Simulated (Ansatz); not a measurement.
# SiC (Moissanite 6H): properties at the relaxed cell

An exercise on one series of results from a longer session: the logs are not shown, and one member is left open.

The COD entry's cell or inner coordinates are ideal or old and differ from later refinements, so a difference from it is no clean test against experiment.

Method: DFT r2SCAN, scalar-relativistic, plane waves, PAW, in Ansatz 0.2.0.

## The system as given

Symmetry: P6_3mc, No. 186, hexagonal system. The conventional cell has a = 3.078 Å, b = 3.078 Å, c = 15.106 Å, α = 90.00°, β = 90.00°, γ = 120.00°. Si (site symmetry 3m) has 4 C at 1.89 Å as nearest neighbours. Si (site symmetry 3m) is surrounded by 4 C at 1.88 to 1.89 Å. Around C (site symmetry 3m) lie 4 Si at 1.88 to 1.89 Å. Around C (site symmetry 3m) lie 4 Si at 1.89 Å.

Coordinates:

```xyz
12
Lattice="3.0785 0.0000 0.0000 -1.5392 2.6660 0.0000 0.0000 0.0000 15.1065" Properties=species:S:1:pos:R:3 pbc="T T T"
Si    0.0000    0.0000    1.8888
Si    0.0000    0.0000    9.4421
Si    0.0000    1.7774    4.4083
Si    1.5392    0.8887   11.9616
Si    0.0000    1.7774   14.4765
Si    1.5392    0.8887    6.9233
C     0.0000    0.0000   -0.0047
C     0.0000    0.0000    7.5485
C     0.0000    1.7774    2.5205
C     1.5392    0.8887   10.0737
C     0.0000    1.7774   12.5885
C     1.5392    0.8887    5.0352
```

It is the result of an earlier relaxation at this level (volume 10.33 Å³/atom; gap on the mesh: 2.39 eV).

Set-up of the first run:

input.yaml reads:

```yaml
crystal:
  lattice:
    - [3.0473853494, 0.0, 0.0]
    - [-1.5236926747, 2.6391131277, 0.0]
    - [0.0, 0.0, 14.9538713394]
  atoms:
    - { symbol: Si, position: [0.0, 0.0, 0.1250355593] }
    - { symbol: Si, position: [0.0, 0.0, 0.6250355593] }
    - { symbol: Si, position: [0.3333333333, 0.6666666667, 0.2918164361] }
    - { symbol: Si, position: [0.6666666667, 0.3333333333, 0.7918164361] }
    - { symbol: Si, position: [0.3333333333, 0.6666666667, 0.9583009458] }
    - { symbol: Si, position: [0.6666666667, 0.3333333333, 0.4583009458] }
    - { symbol: C, position: [0.0, 0.0, -0.0003142766] }
    - { symbol: C, position: [0.0, 0.0, 0.4996857234] }
    - { symbol: C, position: [0.3333333333, 0.6666666667, 0.1668458293] }
    - { symbol: C, position: [0.6666666667, 0.3333333333, 0.6668458293] }
    - { symbol: C, position: [0.3333333333, 0.6666666667, 0.8333155061] }
    - { symbol: C, position: [0.6666666667, 0.3333333333, 0.3333155061] }
basis:
  ecutwfc: 500
kpoints:
  mp_grid: { grid: [12, 12, 2] }
hamiltonian:
  xc: r2scan
scf:
  occupations: { method: gaussian, width: 0.02 }
output:
  forces: true
  stress: true
  eigenvalues: true
relax:
  adjacent_minimum: "off"
  f_tol: 0.01
  max_steps: 30
  cell: { stress_tol: 0.1, fix: [volume] }
```

Run with:

```
ansatz run input.yaml --threads 4 --pin off --max-ram 10240MiB --backend cpu --events-out ev --progress --plain --runs-dir out
```

Among the steps run: Volume × 0.97; The cell scaled to 1.03 of its volume; Volume × 0.94; The cell scaled to 1.06 of its volume; Point at V/V0 = 0.91; Point at V/V0 = 1.10; Point at V/V0 = 0.88.

One table of the session follows, with a row left open; its other results are not shown here.

It belongs to the step «Energy against volume». 

```
volume (Å³/atom)  energy above the lowest point (meV/atom)  pressure (GPa)
           9.092                                     129.8           37.15
           9.402                                      69.2           25.73
           9.712                                      29.2           15.87
          10.022                                       6.9            7.36
          10.332                                       0.0            0.00
          10.642                                         ?               ?
          10.952                                      24.0          -11.83
          11.365                                      62.7          -17.98
```

**Question.** Estimate the row for volume (Å³/atom) = 10.642.

Worked estimate for «energy above the lowest point (meV/atom)». A straight line through the neighbours (10.332, 0.0) and (10.952, 24.0) gives 0.0 + (24.0 − 0.0) × (10.642 − 10.332) / (10.952 − 10.332) = 12.0; a parabola fitted to 4 rows on both sides gives 6.5.

**Answer.** energy above the lowest point (meV/atom): 6.3; pressure (GPa): -6.35. In «energy above the lowest point (meV/atom)» the line misses by +5.7 and the parabola by +0.2.
